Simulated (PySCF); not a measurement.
# Lu²⁺: excitation energies in cc-pVDZ-X2C, part 2 of 2

Each state of lutetium is computed at each level; their differences give the excitation energy. How far do the methods differ?

PySCF 2.14.0; cc-pVDZ-X2C, scalar relativity by spin-free X2C-1e. The scripts are equivalent inputs of a driver's runs.

### Step 4. Lu²⁺ [Xe] 4f14 5d1

Level: UHF.

Input file input.py:

```python
from pyscf import gto, scf, dft, mp, cc
import basis_set_exchange as bse
mol = gto.M(atom="Lu 0 0 0", charge=2, spin=1, symmetry="D2h",
            basis=gto.basis.parse(bse.get_basis("cc-pVDZ-X2C", elements=["Lu"], fmt="nwchem")),
            nucmod="G")
mf = scf.UHF(mol).sfx2c1e()
mf.irrep_nelec = {'Ag': (9, 9), 'B1g': (3, 2), 'B2g': (2, 2), 'B3g': (2, 2), 'Au': (1, 1), 'B1u': (6, 6), 'B2u': (6, 6), 'B3u': (6, 6)}
mf.kernel()
```

Log:

```text
damping factor = 0
level_shift factor = 0
DIIS = <class 'pyscf.scf.diis.CDIIS'>
diis_start_cycle = 1
diis_space = 10
diis_damp = 0
SCF conv_tol = 1e-09
SCF conv_tol_grad = None
number electrons alpha = 35  beta = 34
cycle= 1 E= -14557.5201468277  delta_E= -0.00195  |g|= 0.0144  |ddm|= 0.033
cycle= 2 E= -14557.5202321572  delta_E= -8.53e-05  |g|= 0.00376  |ddm|= 0.0101
cycle= 3 E= -14557.5202401862  delta_E= -8.03e-06  |g|= 0.00128  |ddm|= 0.00492
cycle= 4 E= -14557.5202404544  delta_E= -2.68e-07  |g|= 0.000746  |ddm|= 0.00091
cycle= 5 E= -14557.5202405645  delta_E= -1.1e-07  |g|= 3.67e-05  |ddm|= 0.000707
cycle= 6 E= -14557.5202405659  delta_E= -1.34e-09  |g|= 6.63e-06  |ddm|= 0.000117
cycle= 7 E= -14557.5202405659  delta_E= -2.18e-11  |g|= 8.4e-07  |ddm|= 1.95e-05
converged SCF energy = -14557.5202405659  <S^2> = 0.75202082  2S+1 = 2.0020198
```

CPU time 1.3 s on a shared host, the integrals not counted.

Orbital energies by shell (radii are means over both spins):

```csv
shell,electrons,mean orbital energy (eV),spread (eV),rms radius (bohr)
1s β,1,-63653.4,0,0.0219
1s α,1,-63653.4,0,0.0219
2s α,1,-10981.1,0,0.0884
2s β,1,-10981.1,0,0.0884
2p α,3,-9683.0,0.002,0.0801
2p β,3,-9683.0,0.057,0.0801
3s β,1,-2557.7,0,0.227
3s α,1,-2557.7,0,0.227
3p β,3,-2159.2,0.104,0.228
3p α,3,-2159.2,0.102,0.228
3d β,5,-1666.9,0.099,0.208
3d α,5,-1666.9,0.124,0.208
4s β,1,-549.97,0,0.509
4s α,1,-549.97,0,0.509
4p α,3,-416.28,0.171,0.541
4p β,3,-416.28,0.259,0.541
4d α,5,-236.21,0.354,0.592
4d β,5,-236.16,0.317,0.592
5s α,1,-88.001,0,1.27
5s β,1,-87.320,0,1.27
5p α,3,-54.067,0.549,1.49
5p β,3,-52.872,1.020,1.49
4f α,7,-36.737,0.220,0.797
4f β,7,-36.680,0.356,0.797
5d α,1,-19.378,0,2.49
```

⟨S²⟩ = 0.752, ⟨L²⟩ = 6.02.

Spin-orbit constants on these orbitals (cm⁻¹; bare nucleus, screened nucleus, mean field): 5d 1652, 1419, n/a. To first order in LS coupling the lowest level has J = 3/2 and lies 0.264 eV below the centre of the term.

Spin-orbit coupling, absent here, splits the open shell strongly.

Level: LDA.

Changes to input.py:

```diff
@@ -5,3 +5,3 @@
             nucmod="G")
-mf = scf.UHF(mol).sfx2c1e()
+mf = dft.UKS(mol, xc="LDA,VWN").sfx2c1e()
 mf.irrep_nelec = {'Ag': (9, 9), 'B1g': (3, 2), 'B2g': (2, 2), 'B3g': (2, 2), 'Au': (1, 1), 'B1u': (6, 6), 'B2u': (6, 6), 'B3u': (6, 6)}
```

Log:

```text
damping factor = 0
level_shift factor = 0
DIIS = <class 'pyscf.scf.diis.CDIIS'>
diis_start_cycle = 1
diis_space = 10
diis_damp = 0
SCF conv_tol = 1e-09
SCF conv_tol_grad = None
number electrons alpha = 35  beta = 34
XC functionals = LDA,VWN
    P. A. M. Dirac.,  Math. Proc. Cambridge Philos. Soc. 26, 376 (1930)
    F. Bloch.,  Z. Phys. 57, 545 (1929)
    S. H. Vosko, L. Wilk, and M. Nusair.,  Can. J. Phys. 58, 1200 (1980)
cycle= 1 E= -14552.8582256485  delta_E= 0.0148  |g|= 0.725  |ddm|= 0.343
cycle= 2 E= -14552.682516293  delta_E= 0.176  |g|= 1.59  |ddm|= 0.605
cycle= 3 E= -14552.9023867572  delta_E= -0.22  |g|= 0.00804  |ddm|= 0.437
cycle= 4 E= -14552.9023912004  delta_E= -4.44e-06  |g|= 0.00195  |ddm|= 0.00193
cycle= 5 E= -14552.9023916822  delta_E= -4.82e-07  |g|= 9.25e-05  |ddm|= 0.000909
cycle= 6 E= -14552.9023916841  delta_E= -1.9e-09  |g|= 1.21e-05  |ddm|= 7.35e-05
cycle= 7 E= -14552.9023916842  delta_E= -1.82e-11  |g|= 1.19e-07  |ddm|= 4.66e-06
converged SCF energy = -14552.9023916842  <S^2> = 0.75028432  2S+1 = 2.0002843
```

CPU time 2.4 s on a shared host, the integrals not counted.

Level: PBE.

Changes to input.py:

```diff
@@ -5,3 +5,3 @@
             nucmod="G")
-mf = dft.UKS(mol, xc="LDA,VWN").sfx2c1e()
+mf = dft.UKS(mol, xc="PBE").sfx2c1e()
 mf.irrep_nelec = {'Ag': (9, 9), 'B1g': (3, 2), 'B2g': (2, 2), 'B3g': (2, 2), 'Au': (1, 1), 'B1u': (6, 6), 'B2u': (6, 6), 'B3u': (6, 6)}
```

Log:

```text
damping factor = 0
level_shift factor = 0
DIIS = <class 'pyscf.scf.diis.CDIIS'>
diis_start_cycle = 1
diis_space = 10
diis_damp = 0
SCF conv_tol = 1e-09
SCF conv_tol_grad = None
number electrons alpha = 35  beta = 34
XC functionals = PBE
    J. P. Perdew, K. Burke, and M. Ernzerhof.,  Phys. Rev. Lett. 77, 3865 (1996)
    J. P. Perdew, K. Burke, and M. Ernzerhof.,  Phys. Rev. Lett. 78, 1396 (1997)
    J. P. Perdew, K. Burke, and M. Ernzerhof.,  Phys. Rev. Lett. 77, 3865 (1996)
    J. P. Perdew, K. Burke, and M. Ernzerhof.,  Phys. Rev. Lett. 78, 1396 (1997)
cycle= 1 E= -14562.4971477337  delta_E= 0.0139  |g|= 0.705  |ddm|= 0.336
cycle= 2 E= -14562.3296355324  delta_E= 0.168  |g|= 1.55  |ddm|= 0.592
cycle= 3 E= -14562.5394625815  delta_E= -0.21  |g|= 0.00472  |ddm|= 0.422
cycle= 4 E= -14562.5394638517  delta_E= -1.27e-06  |g|= 0.00319  |ddm|= 0.00357
cycle= 5 E= -14562.5394651859  delta_E= -1.33e-06  |g|= 6.99e-05  |ddm|= 0.00146
cycle= 6 E= -14562.5394651872  delta_E= -1.27e-09  |g|= 7.66e-06  |ddm|= 5.83e-05
cycle= 7 E= -14562.5394651872  delta_E= -9.09e-12  |g|= 1.57e-07  |ddm|= 2.86e-06
converged SCF energy = -14562.5394651872  <S^2> = 0.75047102  2S+1 = 2.000471
```

It used 4.7 s of CPU time after the integrals (shared host).

Level: PBE0.

Changes to input.py:

```diff
@@ -5,3 +5,3 @@
             nucmod="G")
-mf = dft.UKS(mol, xc="PBE").sfx2c1e()
+mf = dft.UKS(mol, xc="PBE0").sfx2c1e()
 mf.irrep_nelec = {'Ag': (9, 9), 'B1g': (3, 2), 'B2g': (2, 2), 'B3g': (2, 2), 'Au': (1, 1), 'B1u': (6, 6), 'B2u': (6, 6), 'B3u': (6, 6)}
```

Log:

```text
damping factor = 0
level_shift factor = 0
DIIS = <class 'pyscf.scf.diis.CDIIS'>
diis_start_cycle = 1
diis_space = 10
diis_damp = 0
SCF conv_tol = 1e-09
SCF conv_tol_grad = None
number electrons alpha = 35  beta = 34
XC functionals = PBE0
    C. Adamo and V. Barone.,  J. Chem. Phys. 110, 6158 (1999)
    M. Ernzerhof and G. E. Scuseria.,  J. Chem. Phys. 110, 5029 (1999)
cycle= 1 E= -14562.3008017055  delta_E= -0.00251  |g|= 0.398  |ddm|= 0.212
cycle= 2 E= -14562.2648953827  delta_E= 0.0359  |g|= 0.757  |ddm|= 0.318
cycle= 3 E= -14562.3136638237  delta_E= -0.0488  |g|= 0.0105  |ddm|= 0.208
cycle= 4 E= -14562.3136734164  delta_E= -9.59e-06  |g|= 0.000226  |ddm|= 0.0035
cycle= 5 E= -14562.313673423  delta_E= -6.68e-09  |g|= 4.21e-05  |ddm|= 0.000118
cycle= 6 E= -14562.3136734233  delta_E= -2.8e-10  |g|= 1.06e-05  |ddm|= 3.2e-05
converged SCF energy = -14562.3136734233  <S^2> = 0.75071029  2S+1 = 2.0007102
```

CPU time 4.5 s on a shared host, the integrals not counted.

Level: r2SCAN.

Changes to input.py:

```diff
@@ -5,3 +5,3 @@
             nucmod="G")
-mf = dft.UKS(mol, xc="PBE0").sfx2c1e()
+mf = dft.UKS(mol, xc="R2SCAN").sfx2c1e()
 mf.irrep_nelec = {'Ag': (9, 9), 'B1g': (3, 2), 'B2g': (2, 2), 'B3g': (2, 2), 'Au': (1, 1), 'B1u': (6, 6), 'B2u': (6, 6), 'B3u': (6, 6)}
```

Log:

```text
damping factor = 0
level_shift factor = 0
DIIS = <class 'pyscf.scf.diis.CDIIS'>
diis_start_cycle = 1
diis_space = 10
diis_damp = 0
SCF conv_tol = 1e-09
SCF conv_tol_grad = None
number electrons alpha = 35  beta = 34
XC functionals = R2SCAN
    J. W. Furness, A. D. Kaplan, J. Ning, J. P. Perdew, and J. Sun.,  J. Phys. Chem. Lett. 11, 8208-8215 (2020)
    J. W. Furness, A. D. Kaplan, J. Ning, J. P. Perdew, and J. Sun.,  J. Phys. Chem. Lett. 11, 9248-9248 (2020)
    J. W. Furness, A. D. Kaplan, J. Ning, J. P. Perdew, and J. Sun.,  J. Phys. Chem. Lett. 11, 8208-8215 (2020)
    J. W. Furness, A. D. Kaplan, J. Ning, J. P. Perdew, and J. Sun.,  J. Phys. Chem. Lett. 11, 9248-9248 (2020)
cycle= 1 E= -14562.6242524697  delta_E= 0.000136  |g|= 0.537  |ddm|= 0.281
cycle= 2 E= -14562.5373632514  delta_E= 0.0869  |g|= 1.13  |ddm|= 0.441
cycle= 3 E= -14562.6482413928  delta_E= -0.111  |g|= 0.00985  |ddm|= 0.305
cycle= 4 E= -14562.6482501382  delta_E= -8.75e-06  |g|= 0.000453  |ddm|= 0.00286
cycle= 5 E= -14562.6482501705  delta_E= -3.23e-08  |g|= 7.5e-05  |ddm|= 0.000282
cycle= 6 E= -14562.6482501712  delta_E= -7.13e-10  |g|= 7.97e-06  |ddm|= 3.67e-05
converged SCF energy = -14562.6482501712  <S^2> = 0.75137405  2S+1 = 2.0013736
```

It used 8.3 s of CPU time after the integrals (shared host).

Level: revPBE.

Changes to input.py:

```diff
@@ -5,3 +5,3 @@
             nucmod="G")
-mf = dft.UKS(mol, xc="R2SCAN").sfx2c1e()
+mf = dft.UKS(mol, xc="PBE_R,PBE").sfx2c1e()
 mf.irrep_nelec = {'Ag': (9, 9), 'B1g': (3, 2), 'B2g': (2, 2), 'B3g': (2, 2), 'Au': (1, 1), 'B1u': (6, 6), 'B2u': (6, 6), 'B3u': (6, 6)}
```

Log:

```text
damping factor = 0
level_shift factor = 0
DIIS = <class 'pyscf.scf.diis.CDIIS'>
diis_start_cycle = 1
diis_space = 10
diis_damp = 0
SCF conv_tol = 1e-09
SCF conv_tol_grad = None
number electrons alpha = 35  beta = 34
XC functionals = PBE_R,PBE
    Y. Zhang and W. Yang.,  Phys. Rev. Lett. 80, 890 (1998)
    J. P. Perdew, K. Burke, and M. Ernzerhof.,  Phys. Rev. Lett. 77, 3865 (1996)
    J. P. Perdew, K. Burke, and M. Ernzerhof.,  Phys. Rev. Lett. 78, 1396 (1997)
cycle= 1 E= -14562.9102886078  delta_E= 0.0133  |g|= 0.699  |ddm|= 0.334
cycle= 2 E= -14562.7457472954  delta_E= 0.165  |g|= 1.53  |ddm|= 0.583
cycle= 3 E= -14562.9519406619  delta_E= -0.206  |g|= 0.00471  |ddm|= 0.416
cycle= 4 E= -14562.9519419074  delta_E= -1.25e-06  |g|= 0.00308  |ddm|= 0.00341
cycle= 5 E= -14562.9519431544  delta_E= -1.25e-06  |g|= 7.66e-05  |ddm|= 0.00141
cycle= 6 E= -14562.9519431559  delta_E= -1.46e-09  |g|= 7.32e-06  |ddm|= 5.97e-05
cycle= 7 E= -14562.9519431559  delta_E=    0  |g|= 1.48e-07  |ddm|= 2.73e-06
converged SCF energy = -14562.9519431559  <S^2> = 0.75051959  2S+1 = 2.0005195
```

CPU time 4.7 s on a shared host, the integrals not counted.

Level: M06-2X.

Changes to input.py:

```diff
@@ -5,3 +5,3 @@
             nucmod="G")
-mf = dft.UKS(mol, xc="PBE_R,PBE").sfx2c1e()
+mf = dft.UKS(mol, xc="M062X").sfx2c1e()
 mf.irrep_nelec = {'Ag': (9, 9), 'B1g': (3, 2), 'B2g': (2, 2), 'B3g': (2, 2), 'Au': (1, 1), 'B1u': (6, 6), 'B2u': (6, 6), 'B3u': (6, 6)}
```

Log:

```text
damping factor = 0
level_shift factor = 0
DIIS = <class 'pyscf.scf.diis.CDIIS'>
diis_start_cycle = 1
diis_space = 10
diis_damp = 0
SCF conv_tol = 1e-09
SCF conv_tol_grad = None
number electrons alpha = 35  beta = 34
XC functionals = M062X
    Y. Zhao and D. G. Truhlar.,  Theor. Chem. Acc. 120, 215 (2008)
    Y. Zhao and D. G. Truhlar.,  Theor. Chem. Acc. 120, 215 (2008)
cycle= 1 E= -14563.9262658975  delta_E= -0.0127  |g|= 0.199  |ddm|= 0.326
cycle= 2 E= -14563.92109818  delta_E= 0.00517  |g|= 0.316  |ddm|= 0.17
cycle= 3 E= -14563.929343324  delta_E= -0.00825  |g|= 0.0156  |ddm|= 0.0917
cycle= 4 E= -14563.9293660639  delta_E= -2.27e-05  |g|= 0.000604  |ddm|= 0.00883
cycle= 5 E= -14563.929366194  delta_E= -1.3e-07  |g|= 4.25e-05  |ddm|= 0.000727
cycle= 6 E= -14563.9293661953  delta_E= -1.22e-09  |g|= 9.03e-06  |ddm|= 8.44e-05
cycle= 7 E= -14563.9293661953  delta_E= -1.46e-11  |g|= 3.39e-07  |ddm|= 1.11e-05
converged SCF energy = -14563.9293661953  <S^2> = 0.75064799  2S+1 = 2.0006479
```

It used 9.8 s of CPU time after the integrals (shared host).

Level: TPSS.

Changes to input.py:

```diff
@@ -5,3 +5,3 @@
             nucmod="G")
-mf = dft.UKS(mol, xc="M062X").sfx2c1e()
+mf = dft.UKS(mol, xc="TPSS").sfx2c1e()
 mf.irrep_nelec = {'Ag': (9, 9), 'B1g': (3, 2), 'B2g': (2, 2), 'B3g': (2, 2), 'Au': (1, 1), 'B1u': (6, 6), 'B2u': (6, 6), 'B3u': (6, 6)}
```

Log:

```text
damping factor = 0
level_shift factor = 0
DIIS = <class 'pyscf.scf.diis.CDIIS'>
diis_start_cycle = 1
diis_space = 10
diis_damp = 0
SCF conv_tol = 1e-09
SCF conv_tol_grad = None
number electrons alpha = 35  beta = 34
XC functionals = TPSS
    J. Tao, J. P. Perdew, V. N. Staroverov, and G. E. Scuseria.,  Phys. Rev. Lett. 91, 146401 (2003)
    J. P. Perdew, J. Tao, V. N. Staroverov, and G. E. Scuseria.,  J. Chem. Phys. 120, 6898 (2004)
    J. Tao, J. P. Perdew, V. N. Staroverov, and G. E. Scuseria.,  Phys. Rev. Lett. 91, 146401 (2003)
    J. P. Perdew, J. Tao, V. N. Staroverov, and G. E. Scuseria.,  J. Chem. Phys. 120, 6898 (2004)
cycle= 1 E= -14562.0979298639  delta_E= 0.0197  |g|= 0.75  |ddm|= 0.299
cycle= 2 E= -14561.91293796  delta_E= 0.185  |g|= 1.63  |ddm|= 0.624
cycle= 3 E= -14562.1457422003  delta_E= -0.233  |g|= 0.00486  |ddm|= 0.441
cycle= 4 E= -14562.1457436818  delta_E= -1.48e-06  |g|= 0.00386  |ddm|= 0.00442
cycle= 5 E= -14562.1457456155  delta_E= -1.93e-06  |g|= 7.57e-05  |ddm|= 0.00171
cycle= 6 E= -14562.1457456168  delta_E= -1.3e-09  |g|= 4.38e-06  |ddm|= 5.49e-05
cycle= 7 E= -14562.1457456168  delta_E= -1.64e-11  |g|= 2.15e-07  |ddm|= 1.96e-06
converged SCF energy = -14562.1457456168  <S^2> = 0.75057482  2S+1 = 2.0005747
```

CPU time 9.6 s on a shared host, the integrals not counted.

Level: MP2 (valence).

Changes to input.py:

```diff
@@ -5,4 +5,5 @@
             nucmod="G")
-mf = dft.UKS(mol, xc="TPSS").sfx2c1e()
+mf = scf.UHF(mol).sfx2c1e()
 mf.irrep_nelec = {'Ag': (9, 9), 'B1g': (3, 2), 'B2g': (2, 2), 'B3g': (2, 2), 'Au': (1, 1), 'B1u': (6, 6), 'B2u': (6, 6), 'B3u': (6, 6)}
 mf.kernel()
+mp.UMP2(mf, frozen=23).kernel()
```

This step left no log, only its results.

It used 0.58 s of CPU time after the integrals (shared host).

With 23 electrons correlated, the MP2 correlation energy is -0.99932 hartree (-0.39536 same spin, -0.60396 opposite spin); the SCS form gives -0.85654. Largest pairs of shells: 4f-4f -0.5843, 4f-5p -0.1950, 5p-5p -0.1037, 4f-5s -0.0494, 5s-5p -0.0263.

### Step 5. Lu²⁺ [Xe] 4f14 5d1, continued

Level: MP2 (valence and next inner shell).

Changes to input.py since step 4:

```diff
@@ -8,2 +8,2 @@
 mf.kernel()
-mp.UMP2(mf, frozen=23).kernel()
+mp.UMP2(mf, frozen=14).kernel()
```

No log was kept for this step.

CPU time 0.96 s on a shared host, the integrals not counted.

With 41 electrons correlated, the MP2 correlation energy is -1.34542 hartree (-0.53234 same spin, -0.81308 opposite spin); the SCS form gives -1.15314. Largest pairs of shells: 4f-4f -0.5843, 4f-5p -0.1950, 4d-4f -0.1739, 5p-5p -0.1037, 4p-4f -0.0498.

Radial density 4πr²ρ of Lu²⁺ at UHF, without picture-change correction:

```csv
r (bohr),density,spin density
0.000472,3.62,0.000
0.000793,7.48,0.000
0.00133,15.1,0.000
0.00224,29.0,0.000
0.00378,51.5,0.000
0.00635,79.6,-0.001
0.0107,98.4,-0.001
0.0180,91.3,-0.001
0.0302,88.2,-0.002
0.0508,125,0.001
0.0855,108,0.022
0.144,112,0.015
0.242,77.9,-0.030
0.407,66.4,0.000
0.684,38.1,-0.022
1.15,13.5,0.252
1.94,3.30,0.509
3.26,0.260,0.195
5.48,0.00991,0.010
9.21,8.22e-05,0.000
```

### Step 6. Orbital energies side by side

Highest occupied Hartree-Fock shell of each state: Lu²⁺ [Xe] 4f14 6p1 6p α at -15.034 eV; Lu²⁺ [Xe] 4f14 5d1 5d α at -19.378 eV.

### Step 7. The energy differences

Excitation energy: Lu²⁺ [Xe] 4f14 6s1 (2S) → Lu²⁺ [Xe] 4f14 6p1 (2P).

```csv
method,value (eV)
UHF,4.881
LDA,5.152
PBE,4.934
PBE0,4.923
r2SCAN,4.816
revPBE,4.829
M06-2X,4.894
TPSS,4.761
MP2 (valence),5.209
SCS-MP2 (valence),5.141
MP2 (valence and next inner shell),5.222
SCS-MP2 (valence and next inner shell),5.153
```

A first-order spin-orbit estimate (lowest level to lowest level, LS coupling) adds -0.373 eV.

Excitation energy: Lu²⁺ [Xe] 4f14 6s1 (2S) → Lu²⁺ [Xe] 4f14 5d1 (2D).

```csv
method,value (eV)
UHF,0.828
LDA,0.941
PBE,0.840
PBE0,0.717
r2SCAN,0.532
revPBE,0.757
M06-2X,0.779
TPSS,0.573
MP2 (valence),1.097
SCS-MP2 (valence),1.093
MP2 (valence and next inner shell),1.151
SCS-MP2 (valence and next inner shell),1.139
```

A first-order spin-orbit estimate (lowest level to lowest level, LS coupling) adds -0.264 eV.

The differences also use runs on Lu²⁺ [Xe] 4f14 6s1 (2S), which are not shown here.

### Step 8. Summary of results

This closing draws on all 2 parts.

| quantity | value |
| --- | --- |
| excitation energy, Lu²⁺ → [Xe] 4f14 6p1 | UHF 4.881, MP2 (valence and next inner shell) 5.222 eV |
| excitation energy, Lu²⁺ → [Xe] 4f14 5d1 | UHF 0.828, MP2 (valence and next inner shell) 1.151 eV |

What this shows: For the first difference the methods span 0.461 eV, from TPSS (4.761) to MP2 (valence and next inner shell) (5.222). No reference value is at hand in this session. All values hold for this basis alone; no basis-set limit was taken.
